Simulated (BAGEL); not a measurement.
# B3LYP/6-31G(d) (density fitting with qzvpp-jkfit, spherical functions) run of BSiPH5F (SMILES BP[SiH2]F)

What is the energy change on altering one bond length of BSiPH5F at B3LYP/6-31G* (density fitting with qzvpp-jkfit, spherical functions)? 

Program for the calculation: BAGEL 1.2.2.

**1. The molecule**

BSiPH5F: 9 atoms, total charge 0, spin state singlet. As SMILES, `BP[SiH2]F`. The shape is that of a GFN2-xTB optimisation. This is one conformer, not always the lowest.

Bond lengths: B1–P2 1.829 Å, P2–Si3 2.222 Å, Si3–F4 1.615 Å, B1–H5 1.168 Å, B1–H6 1.170 Å, P2–H7 1.380 Å, Si3–H8 1.453 Å, Si3–H9 1.454 Å. Some angles: B1–P2–Si3 106.7°, P2–Si3–F4 113.5°, B1–P2–H7 104.1°, Si3–P2–H7 100.8°, P2–B1–H5 120.8°, P2–B1–H6 118.2°, P2–Si3–H8 110.4°, P2–Si3–H9 108.8°, F4–Si3–H8 103.8°, F4–Si3–H9 103.4°.

**2. A single-point energy at B3LYP/6-31G(d) (density fitting with qzvpp-jkfit, spherical functions)**

The input, input.json:

```json
{ "bagel": [

{
  "title": "molecule",
  "basis": "6-31gs.json",
  "df_basis": "qzvpp-jkfit",
  "angstrom": "true",
  "geometry": [
    { "atom": "B", "xyz": [   -0.532970,    1.197230,   -1.244430 ] },
    { "atom": "P", "xyz": [    0.725730,    0.892030,    0.046950 ] },
    { "atom": "Si", "xyz": [    0.085200,   -0.931350,    1.143990 ] },
    { "atom": "F", "xyz": [   -0.286140,   -2.169000,    0.174410 ] },
    { "atom": "H", "xyz": [   -0.216340,    1.421910,   -2.346040 ] },
    { "atom": "H", "xyz": [   -1.651250,    1.296760,   -0.913980 ] },
    { "atom": "H", "xyz": [    1.812790,    0.404740,   -0.650580 ] },
    { "atom": "H", "xyz": [   -1.146650,   -0.678830,    1.872860 ] },
    { "atom": "H", "xyz": [    1.209620,   -1.433490,    1.916820 ] }
  ]
},
{
  "title": "ks",
  "xc_func": "b3lyp"
},
{
  "title": "print",
  "file": "orbitals.molden",
  "orbitals": "true"
}

]}
```

The basis set 6-31G* is read from a file made from the Basis Set Exchange's data (not shown).

Launch:

```console
BAGEL_NUM_THREADS=1 BAGEL input.json > input.out
```

Standard output:

```text
* using 1 threads per process

  ===============================================================
  ===============================================================

  *** Geometry ***

  { "atom" : "B", "xyz" : [     -1.007167,      2.262437,     -2.351632 ] },
  { "atom" : "P", "xyz" : [      1.371431,      1.685692,      0.088723 ] },
  { "atom" : "Si", "xyz" : [      0.161005,     -1.759996,      2.161828 ] },
  { "atom" : "F", "xyz" : [     -0.540726,     -4.098816,      0.329587 ] },
  { "atom" : "H", "xyz" : [     -0.408823,      2.687020,     -4.433373 ] },
  { "atom" : "H", "xyz" : [     -3.120410,      2.450521,     -1.727172 ] },
  { "atom" : "H", "xyz" : [      3.425677,      0.764848,     -1.229418 ] },
  { "atom" : "H", "xyz" : [     -2.166854,     -1.282803,      3.539192 ] },
  { "atom" : "H", "xyz" : [      2.285851,     -2.708904,      3.622265 ] },

  Number of auxiliary basis functions:      498

  Since a DF basis is specified, we compute 2- and 3-index integrals:
    o Being stored without compression. Storage requirement is 0.022 GB

  Number of basis functions:       74
  Number of electrons      :       48

    * METHOD: MOLECULE                             0.21

  *** Kohn-Sham DFT ***

    * Removing 16159 points whose weight is below 1.00e-10
    * Grid points: 117995

  === Nuclear Repulsion ===
   202.8407729373

       - DIIS with orbital gradients will be used.

  === KS iteration (b3lyp / 6-31gs.json) ===
      0       -730.67329879          0.12362247           0.28
      1       -699.00931699          0.12702035           0.26
      2       -645.67731141          0.21471864           0.26
      3       -740.36223498          0.11634872           0.26
      4       -752.85792038          0.06083464           0.26
      5       -757.36084567          0.04122020           0.26
      6       -758.47514702          0.01457897           0.26
      7       -758.53743826          0.00886346           0.26
      8       -758.58046933          0.00131524           0.26
      9       -758.58144953          0.00062291           0.26
     10       -758.58165681          0.00011982           0.26
     11       -758.58166421          0.00004046           0.26
     12       -758.58166498          0.00001289           0.26
     13       -758.58166503          0.00000807           0.26
     14       -758.58166506          0.00000185           0.26
     15       -758.58166507          0.00000092           0.26
     16       -758.58166507          0.00000024           0.26
     17       -758.58166507          0.00000009           0.26
     18       -758.58166507          0.00000002           0.26
     19       -758.58166507          0.00000002           0.26
     20       -758.58166507          0.00000000           0.26
    * SCF iteration converged.

    * Permanent dipole moment:
           (   -0.219592,    -0.150931,    -0.292393) a.u.

    * METHOD: KS                                   5.97

    * METHOD: PRINT                                0.01

  ===============================================================
```

Run time: 6.6 s. Hardware: 1 thread of Arm Neoverse V2, shared host; peak memory 0.43 GiB.

**3. The distorted shape**

The input, job.json:

```json
{ "bagel" : [

{
  "title" : "molecule",
  "basis" : "6-31gs.json",
  "df_basis" : "qzvpp-jkfit",
  "angstrom" : "true",
  "geometry" : [
    { "atom" : "B", "xyz" : [    0.082996,    1.070962,   -1.608889 ] },
    { "atom" : "P", "xyz" : [    1.341696,    0.765762,   -0.317509 ] },
    { "atom" : "Si", "xyz" : [    0.701166,   -1.057618,    0.779531 ] },
    { "atom" : "F", "xyz" : [    0.329826,   -2.295268,   -0.190049 ] },
    { "atom" : "H", "xyz" : [    0.399626,    1.295642,   -2.710499 ] },
    { "atom" : "H", "xyz" : [   -1.035284,    1.170492,   -1.278439 ] },
    { "atom" : "H", "xyz" : [    2.428756,    0.278472,   -1.015039 ] },
    { "atom" : "H", "xyz" : [   -1.146650,   -0.678830,    1.872860 ] },
    { "atom" : "H", "xyz" : [    1.825586,   -1.559758,    1.552361 ] }
  ]
},
{ "title" : "ks", "xc_func" : "b3lyp" },
{ "title" : "print", "file" : "orbitals.molden", "orbitals" : "true" }

]}
```

The basis set 6-31G* is read from a file made from the Basis Set Exchange's data (not shown).

Launch:

```console
BAGEL_NUM_THREADS=1 BAGEL job.json > job.out
```

Standard output:

```text
* using 1 threads per process

  ===============================================================
  ===============================================================

  *** Geometry ***

  { "atom" : "B", "xyz" : [      0.156840,      2.023825,     -3.040360 ] },
  { "atom" : "P", "xyz" : [      2.535438,      1.447080,     -0.600005 ] },
  { "atom" : "Si", "xyz" : [      1.325012,     -1.998608,      1.473100 ] },
  { "atom" : "F", "xyz" : [      0.623281,     -4.337428,     -0.359141 ] },
  { "atom" : "H", "xyz" : [      0.755184,      2.448409,     -5.122101 ] },
  { "atom" : "H", "xyz" : [     -1.956403,      2.211909,     -2.415900 ] },
  { "atom" : "H", "xyz" : [      4.589684,      0.526236,     -1.918146 ] },
  { "atom" : "H", "xyz" : [     -2.166854,     -1.282803,      3.539192 ] },
  { "atom" : "H", "xyz" : [      3.449858,     -2.947515,      2.933537 ] },

  Number of auxiliary basis functions:      498

  Since a DF basis is specified, we compute 2- and 3-index integrals:
    o Being stored without compression. Storage requirement is 0.022 GB

  Number of basis functions:       74
  Number of electrons      :       48

    * METHOD: MOLECULE                             0.21

  *** Kohn-Sham DFT ***

    * Removing 15616 points whose weight is below 1.00e-10
    * Grid points: 118538

  === Nuclear Repulsion ===
   200.1990047093

       - DIIS with orbital gradients will be used.

  === KS iteration (b3lyp / 6-31gs.json) ===
      0       -730.28525478          0.12164955           0.27
      1       -698.16359018          0.12355698           0.26
      2       -645.68140913          0.21116016           0.27
      3       -738.66863854          0.11978929           0.26
      4       -752.42037120          0.05793734           0.26
      5       -757.42025009          0.03955481           0.27
      6       -758.34848132          0.01876890           0.26
      7       -758.47472196          0.00826567           0.27
      8       -758.50933526          0.00250666           0.27
      9       -758.51285648          0.00129202           0.26
     10       -758.51382573          0.00033595           0.27
     11       -758.51388615          0.00011678           0.28
     12       -758.51389576          0.00004012           0.27
     13       -758.51389675          0.00001461           0.27
     14       -758.51389685          0.00000420           0.28
     15       -758.51389686          0.00000313           0.27
     16       -758.51389686          0.00000052           0.27
     17       -758.51389686          0.00000011           0.28
     18       -758.51389686          0.00000004           0.27
     19       -758.51389686          0.00000001           0.27
     20       -758.51389686          0.00000001           0.27
    * SCF iteration converged.

    * Permanent dipole moment:
           (   -0.582389,    -0.135487,     0.025151) a.u.

    * METHOD: KS                                   6.13

    * METHOD: PRINT                                0.01

  ===============================================================
```

It took 6.6 s on 1 thread of Arm Neoverse V2, shared host; peak memory 0.44 GiB.

**4. Outcome**

At B3LYP/6-31G* (density fitting with qzvpp-jkfit, spherical functions):

| quantity | value |
| --- | --- |
| first shape: total energy | -758.58167 Eh |
| first shape: dipole moment | 1.01 D |
| first shape: HOMO energy | -7.44 eV |
| first shape: LUMO energy | -1.72 eV |
| first shape: HOMO–LUMO gap | 5.73 eV |
| distorted shape: total energy | -758.51390 Eh |
| distorted shape: dipole moment | 1.52 D |
| distorted shape: HOMO energy | -7.64 eV |
| distorted shape: LUMO energy | -1.94 eV |
| distorted shape: HOMO–LUMO gap | 5.70 eV |
| energy change with the Si3–H8 bond stretched from 1.453 to 2.180 Å | 1.844 eV |

What this shows: With the Si3–H8 bond stretched from 1.453 to 2.180 Å the energy rises by 1.84 eV (43 kcal/mol). The first shape isn't relaxed at this level, so the change isn't measured from a minimum.
